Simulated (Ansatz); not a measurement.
**NbRh: properties at the relaxed cell**

An exercise on one series of results from a longer session: the logs are not shown, and one member is left open.

Program: Ansatz 0.2.0. Level of theory: DFT r2SCAN, scalar-relativistic, plane waves, PAW. These are calculated values, not measurements.

1 further run of the same task is left out (set aside as unsound or not needed).

**Starting point**

It takes space group P4/mmm (No. 123, tetragonal). Conventional cell: a = 2.849 Å, b = 2.849 Å, c = 3.851 Å, α = 90.00°, β = 90.00°, γ = 90.00°. Nb (site symmetry 4/mmm) is surrounded by 8 Rh at 2.79 Å and 4 Nb at 2.85 Å. Around Rh (site symmetry 4/mmm) lie 8 Nb at 2.79 Å and 4 Rh at 2.85 Å.

As a file:

```cif
data_structure
_symmetry_space_group_name_H-M 'P 1'
_symmetry_Int_Tables_number 1
_cell_length_a 2.8491
_cell_length_b 2.8491
_cell_length_c 3.8508
_cell_angle_alpha 90.000
_cell_angle_beta 90.000
_cell_angle_gamma 90.000
_cell_volume 31.26
loop_
_atom_site_label
_atom_site_type_symbol
_atom_site_fract_x
_atom_site_fract_y
_atom_site_fract_z
_atom_site_occupancy
Nb1 Nb 0.00000 0.00000 0.00000 1
Rh1 Rh 0.50000 0.50000 0.50000 1
```

It is the result of an earlier relaxation at this level (volume 15.63 Å³/atom; gap on the mesh: none (metal)).

The first run:

input.yaml

```yaml
crystal:
  lattice:
    - [2.8491233481, 0.0, 0.0]
    - [0.0, 2.8491233481, 0.0]
    - [0.0, 0.0, 3.8507735998]
  atoms:
    - { symbol: Nb, position: [0.0, 0.0, 0.0] }
    - { symbol: Rh, position: [0.5, 0.5, 0.5] }
basis:
  ecutwfc: 500
kpoints:
  mp_grid: { grid: [14, 14, 12] }
  band_path:
    path:
      - [[0.0, 0.0, 0.0], [0.0, 0.5, 0.0], [0.5, 0.5, 0.0], [0.0, 0.0, 0.0], [0.0, 0.0, 0.5], [0.0, 0.5, 0.5], [0.5, 0.5, 0.5], [0.0, 0.0, 0.5]]
      - [[0.0, 0.5, 0.0], [0.0, 0.5, 0.5]]
      - [[0.5, 0.5, 0.0], [0.5, 0.5, 0.5]]
    npoints: 14
hamiltonian:
  xc: r2scan
scf:
  occupations: { method: gaussian, width: 0.1 }
  n_extra_bands: 6
output:
  forces: true
  stress: true
  eigenvalues: true
  populations: true
  dos: { projected: true, de: 0.02, nscf_kmesh: { grid: [21, 21, 18] } }
  bader: true
```

On the command line:

```sh
> ansatz run input.yaml --threads 1 --pin off --max-ram 2560MiB --backend cpu --events-out ev --progress --plain --runs-dir out
```

Among the steps run: Static run: bands, density of states and charges; Back to the database's cell; The cell scaled to 0.97 of its volume; The cell scaled to 1.03 of its volume; The cell scaled to 0.94 of its volume; Volume × 1.06; Point at V/V0 = 0.91; Point at V/V0 = 1.10; The cell scaled to 0.88 of its volume.

One of the session's tables, all rows but one given; the rest of the session is left out.

It belongs to the step «Equation of state». 

```
volume (Å³/atom)  energy above the lowest point (meV/atom)  pressure (GPa)
          13.754                                     205.6           39.45
          14.223                                     108.9           27.06
          14.692                                      45.7           16.54
          15.160                                         ?               ?
          15.629                                       0.0            0.00
          16.098                                       9.8           -6.49
          16.567                                      37.1          -12.02
          17.192                                      96.4          -18.14
```

Q: Estimate the row for volume (Å³/atom) = 15.160 from the others.

Worked estimate for «energy above the lowest point (meV/atom)». A straight line through the neighbours (14.692, 45.7) and (15.629, 0.0) gives 45.7 + (0.0 − 45.7) × (15.160 − 14.692) / (15.629 − 14.692) = 22.9; a parabola fitted to 4 rows on both sides gives 10.7.

The run gave: energy above the lowest point (meV/atom): 10.8; pressure (GPa): 7.61. In «energy above the lowest point (meV/atom)» the line misses by +12.1 and the parabola by -0.1.
